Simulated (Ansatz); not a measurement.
# SnH2F radical: a ladder of functionals and wavefunction methods

How much do the methods differ for SnH2F radical? The plan is to run it at one geometry with functionals of several rungs and with coupled cluster. The yardstick is the atomisation energy at the CCSD(T) limit.

Method: functionals in def2-TZVPP, the program's frozen cores in correlated methods; program: Ansatz 0.2.0, Gaussian basis.

Levels to be run: LDA (SPW92), PBE-D4, revPBE-D4, BLYP-D4, r2SCAN-D4, B97M-V, PBE0-D4, B3LYP-D4, r2SCANh-D4, r2SCAN0-D4, HSE06-D4, BHLYP-D4, CAM-B3LYP-D4, LC-ωPBE, ωB97X-V, ωB97M-V, B2PLYP, PBE-QIDH; CCSD(T)/def2-SVP; CCSD(T)/def2-TZVPP; MP2/def2-QZVPP; extrapolation to the limit; RPA on PBE.

## (1) The geometry

An earlier PBE0-D4 in a triple-zeta def2 set relaxation fixed the geometry. Sn takes the def2 core potential; no spin-orbit term is included.

4 atoms, charge 0, spin multiplicity 2.

Atoms are counted from 1 here; the program's logs count them from 0.

Bond lengths: F1–Sn2 1.932 Å, Sn2–H3 1.726 Å, Sn2–H4 1.726 Å. Angles: F1–Sn2–H3 103.3°, F1–Sn2–H4 103.3°, H3–Sn2–H4 113.3°.

## (2) LDA

This LDA is Slater exchange with PW92 correlation.

The input, in.yaml:

```yaml
crystal:
  periodic: [false, false, false]
  atoms:
    - {symbol: F, position_ang: [-1.552624, -0.190005, 0.640650]}
    - {symbol: Sn, position_ang: [0.028308, -0.242228, -0.468306]}
    - {symbol: H, position_ang: [1.184134, -1.054386, 0.524096]}
    - {symbol: H, position_ang: [0.395682, 1.426219, -0.716739]}
basis:
  gaussian: {orbitals: def2-TZVPP}
magnetization: {spin_polarized: true, initial_magnetization: 1}
hamiltonian: {xc: lda}
output: {orbitals: {seedname: orbitals}}
```

After this run come: PBE-D4 (GGA); revPBE-D4 (GGA); BLYP-D4 (GGA); r2SCAN-D4 (meta-GGA); B97M-V (meta-GGA); PBE0-D4 (hybrid); B3LYP-D4 (hybrid); r2SCANh-D4 (hybrid); r2SCAN0-D4 (hybrid); HSE06-D4 (hybrid); BHLYP-D4 (hybrid); CAM-B3LYP-D4 (range-separated); LC-ωPBE-D4 (range-separated); ωB97X-V (range-separated); ωB97M-V (range-separated); B2PLYP (double hybrid); PBE-QIDH (double hybrid); CCSD(T) in def2-SVP; CCSD(T) in def2-TZVPP; MP2 in def2-QZVPP; RPA on PBE orbitals.

Before running them: what should the planned runs give, taken together? Wanted: atomisation energy, CCSD(T)/CBS; farthest beyond LDA; mean size of error, GGA; mean size of error, meta-GGA; mean size of error, hybrid; mean size of error, range-separated; mean size of error, double hybrid; gap, smallest and largest; T1 diagnostic.

**Answer**, as computed:

```
                               quantity                                              value
        atomisation energy, CCSD(T)/CBS                                       934.2 kJ/mol
  functionals within 9.3 kJ/mol (1.0 %)  PBE-D4, BLYP-D4, r2SCAN-D4, CAM-B3LYP-D4, ωB97X-V
                    farthest beyond LDA                            BHLYP-D4 (-50.3 kJ/mol)
                mean size of error, GGA                                        10.2 kJ/mol
           mean size of error, meta-GGA                                        10.9 kJ/mol
             mean size of error, hybrid                                        28.8 kJ/mol
    mean size of error, range-separated                                         6.5 kJ/mol
      mean size of error, double hybrid                                        32.5 kJ/mol
              gap, smallest and largest           0.84 eV (LDA (SPW92)), 7.99 eV (LC-ωPBE)
                          T1 diagnostic                                             0.0165
triples share of the correlation energy                                              2.6 %
```

The LDA atomisation energy is off by 145.7 kJ/mol (16 %): it overbinds. PBE-D4 misses by -0.9 kJ/mol. Double hybrids carry the basis error of their MP2 part in triple zeta, and no dispersion term here, so their miss is partly the set-up's. Taken by rung, range-separated functionals do best (6.5 kJ/mol on average) and double hybrid ones worst beyond LDA (32.5 kJ/mol). The gap between the best rungs is small, so their order is not settled. Misses under about 9.3 kJ/mol are within the doubt on the reference itself, which lacks core-valence correlation, spin-orbit coupling and higher excitations, and its outer-core shells are covered unevenly. All levels share the lack of spin-orbit coupling, which lowers the free heavy atoms and so the true binding. Hartree-Fock recovers 67 % of the binding; the rest is correlation. CCSD(T) in def2-SVP is off by -97.7 kJ/mol, which most functionals beat. The gap grows from 0.8 to 8.0 eV across the functionals, mostly with the share of exact exchange. Correlated methods include outer-core shells of Sn, which these sets cover unevenly.
